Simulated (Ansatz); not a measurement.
**AlRu: response to strain**

Aim: deform AlRu (equal xy, yz and zx engineering shear strains of +1 %) and compute stress, forces and field gradients with LAPW, PAW and all-electron datasets made for the crystal.

Computed with Ansatz 0.2.0 (DFT PBEsol, scalar-relativistic, unless a step's input says otherwise).

**1. The structure to begin with**

The structure is cubic, space group Pm-3m (No. 221). Conventional cell: a = 2.992 Å, b = 2.992 Å, c = 2.992 Å, α = 90.00°, β = 90.00°, γ = 90.00°. Al (site symmetry m-3m) has 8 Ru at 2.59 Å as nearest neighbours. Ru (site symmetry m-3m) is surrounded by 8 Al at 2.59 Å.

Coordinates:

```
Al Ru
1.0
     2.99160    0.00000    0.00000
     0.00000    2.99160    0.00000
     0.00000    0.00000    2.99160
Al Ru
1 1
Direct
  0.00000 0.00000 0.00000
  0.50000 0.50000 0.50000
```

Atoms are numbered in the order of the input: Al1, Ru2.

**2. The deformed structure**

Space group Pm-3m before, R-3m after.

**3. LAPW, all electrons**

input.yaml reads:

```yaml
crystal:
  lattice:
    - [2.9916, 0.014958, 0.014958]
    - [0.014958, 2.9916, 0.014958]
    - [0.014958, 0.014958, 2.9916]
  atoms:
    - { symbol: Al, position: [0.0, 0.0, 0.0] }
    - { symbol: Ru, position: [0.5, 0.5, 0.5] }
kpoints:
  mp_grid: { grid: [12, 12, 12] }
  band_path:
    path:
      - [0.0, 0.0, 0.0]
      - [0.5, 0.5, 0.5]
      - [0.5098274679, 0.4901725321, 0.5]
      - [0.5, -0.4901725321, 0.4901725321]
      - [0.5, 0.0, 0.0]
      - [0.0, 0.0, 0.0]
      - [0.4950862661, -0.4950862661, 0.0]
      - [0.5049137339, 0.0, 0.4950862661]
      - [0.5, 0.0, 0.5]
    npoints: 5
scf:
  occupations: { method: fermi_dirac, width: 0.05 }
hamiltonian:
  xc: pbesol
  pseudopotentials: { kind: all_electron, lapw: { basis_error: 0.001 } }
output:
  forces: true
  stress: true
  eigenvalues: true
```

Run with:

```sh
> ansatz run input.yaml --threads 1 --pin off --max-ram 3072MiB --backend cpu --events-out ev --progress --plain --runs-dir out
```

**4. PAW with frozen cores**

input.yaml reads:

```yaml
crystal:
  lattice:
    - [2.9916, 0.014958, 0.014958]
    - [0.014958, 2.9916, 0.014958]
    - [0.014958, 0.014958, 2.9916]
  atoms:
    - { symbol: Al, position: [0.0, 0.0, 0.0] }
    - { symbol: Ru, position: [0.5, 0.5, 0.5] }
kpoints:
  mp_grid: { grid: [12, 12, 12] }
scf:
  occupations: { method: fermi_dirac, width: 0.05 }
hamiltonian:
  xc: pbesol
  pseudopotentials: { kind: paw }
output:
  forces: true
  stress: true
  eigenvalues: true
  efg: { contact_densities: true }
```

**5. All-electron PAW on datasets made for the crystal**

input.yaml, as its differences from that of step 4:

```diff
@@ -14,3 +14,3 @@
   xc: pbesol
-  pseudopotentials: { kind: paw }
+  pseudopotentials: { kind: all_electron, datasets: crystal }
 output:
```

(Steps that only read results are left out.)

**Question.** What will these runs give? Wanted: pressure; largest shear or deviatoric stress.

The runs gave:

| quantity | value |
| --- | --- |
| pressure | LAPW -3.36, PAW -3.32, crystal datasets -3.36 GPa |
| largest shear or deviatoric stress (LAPW) | 1.25 GPa |

What this shows: The largest part of the stress beyond the pressure is 1.25 GPa in size; the atoms are carried along and not relaxed. No run of the undeformed cell stands beside it, so the pressure holds what the given cell had before the change. PAW: stress within 0.05 GPa of LAPW. Crystal datasets: stress within 0.01 GPa of LAPW.
